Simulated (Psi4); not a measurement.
# doublet [BF3]− at 3 levels

Wanted: a comparison of 3 runs (UB3LYP/aug-cc-pVDZ, UCAM-B3LYP/aug-cc-pVDZ, UM06-L/aug-cc-pVDZ) of doublet [BF3]−. 

The results are computed with Psi4 1.11.

1 further run of the same task is left out (it didn't finish).

### Step 1. The molecule

The species is [BF3]− (4 atoms), meant as a doublet with charge -1. As SMILES of the parent species, `FB(F)F`. Geometry: relaxed at PBE0-D4/def2-TZVP. That shape belongs to the parent species and isn't relaxed for this state.

Bond lengths: F1–B2 1.311 Å, B2–F3 1.311 Å, B2–F4 1.311 Å. Angles: F1–B2–F3 120.0°, F1–B2–F4 120.0°, F3–B2–F4 120.0°.

### Step 2. A single-point energy at UB3LYP/aug-cc-pVDZ (run 1)

The input, bf3.xyz:

```xyz
4
BF3
F      0.543870     0.210740     1.174280
B      0.000020     0.000000     0.000010
F     -0.265170    -1.223510    -0.389620
F     -0.278730     1.012770    -0.784660
```

The input, bf3.py:

```python
import psi4

psi4.set_memory('2200 MB')
psi4.set_num_threads(1)
psi4.set_output_file('output.dat', False)

with open('bf3.xyz') as f:
    atoms = ''.join(f.readlines()[2:])
m = psi4.geometry('-1 2\n' + atoms + 'symmetry c1\nno_reorient\nno_com')

options = {'basis': 'aug-cc-pVDZ', 'reference': 'uks', 'puream': True, 'e_convergence': 1e-09, 'd_convergence': 1e-08, 'scf_type': 'pk', 'dft_radial_points': 99, 'dft_spherical_points': 590, 'maxiter': 100}
psi4.set_options(options)

energy_value, wavefunction = psi4.energy('b3lyp', return_wfn=True)
psi4.oeprop(wavefunction, 'DIPOLE', 'MULLIKEN_CHARGES', 'LOWDIN_CHARGES')
print('E =', round(energy_value, 9))
```

On the command line:

```sh
$ python bf3.py
```

output.dat:

```text
[...]
  Running in c1 symmetry.
[...]
  Nuclear repulsion =  111.109146270774374
[...]
  Multiplicity = 2
[...]
  Nalpha       = 17
  Nbeta        = 16
[...]
    Number of basis functions: 92
[...]
   @UKS iter   1:  -324.27250789329543   -2.29720e-01   8.08391e-03 DIIS/ADIIS
[...]
   @UKS iter  24:  -324.55924067049062    3.26850e-11   9.65254e-09 DIIS
[...]
   @S^2 Observed:                7.500639580E-01
[...]
    Orbital Energies [Eh]
    ---------------------
    Alpha Occupied:
       1A    -24.606903     2A    -24.606856     3A    -24.606852
       4A     -6.792158     5A     -1.147019     6A     -1.108418
       7A     -1.108410     8A     -0.481313     9A     -0.444244
      10A     -0.444239    11A     -0.401035    12A     -0.336756
      13A     -0.336754    14A     -0.327181    15A     -0.327176
      16A     -0.295749    17A      0.074114
    Alpha Virtual:
      18A      0.093281    19A      0.116575    20A      0.116583
      21A      0.164815    22A      0.235086    23A      0.260223
      24A      0.260228    25A      0.300619    26A      0.300622
[...]
  @UKS Final Energy:  -324.55924067049062
   => Energetics <=
    Nuclear Repulsion Energy =            111.1091462707743744
    One-Electron Energy =                -676.0235709765258889
    Two-Electron Energy =                 269.1536457408001297
    DFT Exchange-Correlation Energy =     -28.7984617055391574
    Empirical Dispersion Energy =           0.0000000000000000
    VV10 Nonlocal Energy =                  0.0000000000000000
    Total Energy =                       -324.5592406704906239
[...]
 Multipole Moments:
 ------------------------------------------------------------------------------------
     Multipole            Electronic (a.u.)      Nuclear  (a.u.)        Total (a.u.)
 ------------------------------------------------------------------------------------
 L = 1.  Multiply by 2.5417464519 to convert [e a0] to [Debye]
 Dipole X            :         -0.0012489           -0.0003213           -0.0015702
 Dipole Y            :          0.0001169            0.0000000            0.0001169
 Dipole Z            :          0.0006215            0.0000945            0.0007160
 Magnitude           :                                                    0.0017297
[...]
  Mulliken Charges: (a.u.)
   Center  Symbol    Alpha    Beta     Spin     Total
       1     F     4.58932  4.67612 -0.08680 -0.26543
       2     B     3.23204  1.97164  1.26040 -0.20368
       3     F     4.58932  4.67612 -0.08680 -0.26544
       4     F     4.58932  4.67612 -0.08680 -0.26544
   Total alpha = 17.00000, Total beta = 16.00000, Total charge = -1.00000
  Lowdin Charges: (a.u.)
   Center  Symbol    Alpha    Beta     Spin     Total
       1     F     4.48261  4.45245  0.03016  0.06494
       2     B     3.55216  2.64264  0.90953 -1.19480
[...]
```

On the terminal:

```text
E = -324.55924067
```

Run time: 58 s. Hardware: 1 thread of Intel Xeon at 2.50GHz (Skylake/Cascade Lake), shared host; peak memory 0.93 GiB.

### Step 3. Energy and gradient at UCAM-B3LYP/aug-cc-pVDZ (run 2)

bf3.xyz is that of step 2.

The input, run.py:

```python
import psi4

psi4.set_memory(2200000000)
psi4.set_num_threads(1)
psi4.core.set_output_file('psi4.out', False)

with open('bf3.xyz') as f:
    atoms = ''.join(f.readlines()[2:])
geom = psi4.geometry('-1 2\n' + atoms + 'symmetry c1\nno_reorient\nno_com')

psi4.set_options({
    'basis': 'aug-cc-pVDZ',
    'reference': 'uks',
    'puream': True,
    'e_convergence': 1e-09,
    'd_convergence': 1e-08,
    'scf_type': 'pk',
    'dft_radial_points': 99,
    'dft_spherical_points': 590,
    'maxiter': 100,
})

E = psi4.gradient("CAM-B3LYP")
print('gradient / Eh bohr^-1')
print(E.np.round(6))
```

On the command line:

```sh
$ python run.py
```

psi4.out:

```text
[...]
  Running in c1 symmetry.
[...]
  Nuclear repulsion =  111.109146270774374
[...]
  Multiplicity = 2
[...]
  Nalpha       = 17
  Nbeta        = 16
[...]
    Number of basis functions: 92
[...]
   @UKS iter   1:  -324.23256728253301   -3.96961e-01   7.47396e-03 DIIS/ADIIS
[...]
   @UKS iter  18:  -324.47154676337345    6.62794e-11   7.22682e-09 DIIS
[...]
   @S^2 Observed:                7.500774708E-01
[...]
    Orbital Energies [Eh]
    ---------------------
    Alpha Occupied:
       1A    -24.682361     2A    -24.682318     3A    -24.682313
       4A     -6.867627     5A     -1.228071     6A     -1.188061
       7A     -1.188053     8A     -0.556392     9A     -0.518326
      10A     -0.518322    11A     -0.475895    12A     -0.408342
      13A     -0.408340    14A     -0.398080    15A     -0.398074
      16A     -0.366562    17A      0.059794
    Alpha Virtual:
      18A      0.118187    19A      0.139727    20A      0.139730
      21A      0.218046    22A      0.274640    23A      0.286889
      24A      0.286892    25A      0.333817    26A      0.333819
[...]
  @UKS Final Energy:  -324.47154676337345
   => Energetics <=
    Nuclear Repulsion Energy =            111.1091462707743744
    One-Electron Energy =                -675.9274142479898728
    Two-Electron Energy =                 266.7679751291225898
    DFT Exchange-Correlation Energy =     -26.4212539152804737
    Empirical Dispersion Energy =           0.0000000000000000
    VV10 Nonlocal Energy =                  0.0000000000000000
    Total Energy =                       -324.4715467633734534
[...]
 Multipole Moments:
 ------------------------------------------------------------------------------------
     Multipole            Electronic (a.u.)      Nuclear  (a.u.)        Total (a.u.)
 ------------------------------------------------------------------------------------
 L = 1.  Multiply by 2.5417464519 to convert [e a0] to [Debye]
 Dipole X            :          0.0014690           -0.0003213            0.0011477
 Dipole Y            :         -0.0000821            0.0000000           -0.0000821
 Dipole Z            :         -0.0006016            0.0000945           -0.0005071
 Magnitude           :                                                    0.0012574
[...]
  -Total Gradient:
     Atom            X                  Y                   Z
    ------   -----------------  -----------------  -----------------
       1       -0.006904483908    -0.002674456657    -0.014893780422
       2        0.000019320824     0.000000581345     0.000002713070
       3        0.003363176810     0.015517830347     0.004955621259
       4        0.003520927360    -0.012853773414     0.009935733592
[...]
```

The script printed:

```text
gradient / Eh bohr^-1
[[-6.9040e-03 -2.6740e-03 -1.4894e-02]
 [ 1.9000e-05  1.0000e-06  3.0000e-06]
 [ 3.3630e-03  1.5518e-02  4.9560e-03]
 [ 3.5210e-03 -1.2854e-02  9.9360e-03]]
```

Run time: 86 s. Hardware: 1 thread of Intel Xeon at 2.50GHz (Skylake/Cascade Lake), shared host; peak memory 1 GiB.

### Step 4. Energy and forces at UM06-L/aug-cc-pVDZ (run 3)

The input, bf3_ase.py:

```python
import numpy as np
from ase.calculators.psi4 import Psi4
from ase import Atoms

mol = Atoms(['F', 'B', 'F', 'F'], positions=[
    [0.543870, 0.210740, 1.174280],
    [0.000020, 0.000000, 0.000010],
    [-0.265170, -1.223510, -0.389620],
    [-0.278730, 1.012770, -0.784660],
])
calc = Psi4(atoms=mol, method='m06-l', basis='aug-cc-pVDZ', memory='2200MB', num_threads=1, charge=-1, multiplicity=2, label='bf3', reference='uks')
calc.psi4.set_options({'puream': True, 'e_convergence': 1e-09, 'd_convergence': 1e-08, 'scf_type': 'pk', 'dft_radial_points': 99, 'dft_spherical_points': 590, 'maxiter': 100})
mol.calc = calc

forces = mol.get_forces()
print(f'energy: {mol.get_potential_energy():.6f} eV')
print('forces / eV A^-1')
print(np.round(forces, 5))
```

On the command line:

```sh
$ python bf3_ase.py
```

bf3.dat:

```text
[...]
  Running in c1 symmetry.
[...]
  Nuclear repulsion =  111.109146270774374
[...]
  Multiplicity = 2
[...]
  Nalpha       = 17
  Nbeta        = 16
[...]
    Number of basis functions: 92
[...]
   @UKS iter   1:  -324.19359794337515   -1.82191e-01   8.44148e-03 ADIIS/DIIS
[...]
   @UKS iter  14:  -324.50681636553520   -6.48015e-12   7.82775e-09 DIIS
[...]
   @S^2 Observed:                7.502847405E-01
[...]
    Orbital Energies [Eh]
    ---------------------
    Alpha Occupied:
       1A    -24.420137     2A    -24.420109     3A    -24.420103
       4A     -6.686805     5A     -1.129141     6A     -1.094230
       7A     -1.094225     8A     -0.441303     9A     -0.401888
      10A     -0.401885    11A     -0.354615    12A     -0.292214
      13A     -0.292209    14A     -0.284355    15A     -0.284347
      16A     -0.252168    17A      0.085680
    Alpha Virtual:
      18A      0.112839    19A      0.116728    20A      0.116760
      21A      0.160277    22A      0.263828    23A      0.275096
      24A      0.275108    25A      0.328012    26A      0.328027
[...]
  @UKS Final Energy:  -324.50681636553520
   => Energetics <=
    Nuclear Repulsion Energy =            111.1091462707743744
    One-Electron Energy =                -675.8768086788413711
    Two-Electron Energy =                 275.8877362968629541
    DFT Exchange-Correlation Energy =     -35.6268902543311086
    Empirical Dispersion Energy =           0.0000000000000000
    VV10 Nonlocal Energy =                  0.0000000000000000
    Total Energy =                       -324.5068163655352009
[...]
 Multipole Moments:
 ------------------------------------------------------------------------------------
     Multipole            Electronic (a.u.)      Nuclear  (a.u.)        Total (a.u.)
 ------------------------------------------------------------------------------------
 L = 1.  Multiply by 2.5417464519 to convert [e a0] to [Debye]
 Dipole X            :         -0.0002016           -0.0000102           -0.0002118
 Dipole Y            :          0.0000679            0.0000000            0.0000679
 Dipole Z            :          0.0000445           -0.0000034            0.0000411
 Magnitude           :                                                    0.0002262
[...]
  -Total Gradient:
     Atom            X                  Y                   Z
    ------   -----------------  -----------------  -----------------
       1       -0.005542193332    -0.002129466546    -0.011964341907
       2        0.000007686558     0.000001748491     0.000003123569
       3        0.002668005076     0.012471334824     0.003898633003
       4        0.002831347147    -0.010292970897     0.007976184428
[...]
```

The script printed:

```text
energy: -8830.280248 eV
forces / eV A^-1
[[ 2.8499e-01  1.0950e-01  6.1523e-01]
 [-4.0000e-04 -9.0000e-05 -1.6000e-04]
 [-1.3719e-01 -6.4130e-01 -2.0048e-01]
 [-1.4559e-01  5.2929e-01 -4.1015e-01]]
```

Run time: 100 s. Hardware: 1 thread of Intel Xeon at 2.50GHz (Skylake/Cascade Lake), shared host; peak memory 1.1 GiB.

### Step 5. Overview of the runs

```tsv
run	level	task	energy (Eh)	HOMO energy (eV)	LUMO energy (eV)	⟨S²⟩	wall time
1	UB3LYP/aug-cc-pVDZ	energy	-324.559241	2.02	2.54	0.750	58 s
2	UCAM-B3LYP/aug-cc-pVDZ	gradient	-324.471547	1.63	3.22	0.750	86 s
3	UM06-L/aug-cc-pVDZ	gradient	-324.506816	2.33	3.07	0.750	100 s
```

### Step 6. Outcome

```
                                 quantity          value
                      run 3: total energy  -324.50682 Eh
run 3: HOMO energy (highest over α and β)        2.33 eV
 run 3: LUMO energy (lowest over α and β)        3.07 eV
                              run 3: ⟨S²⟩          0.750
          run 3: largest force on an atom     0.687 eV/Å
```

**Reading.** Totals of different functionals can't be ranked against each other. In runs 1, 2, 3 the HOMO lies above zero, so the outermost electron may be held by the basis alone. All runs together took 4.1 min, the longest 100 s.
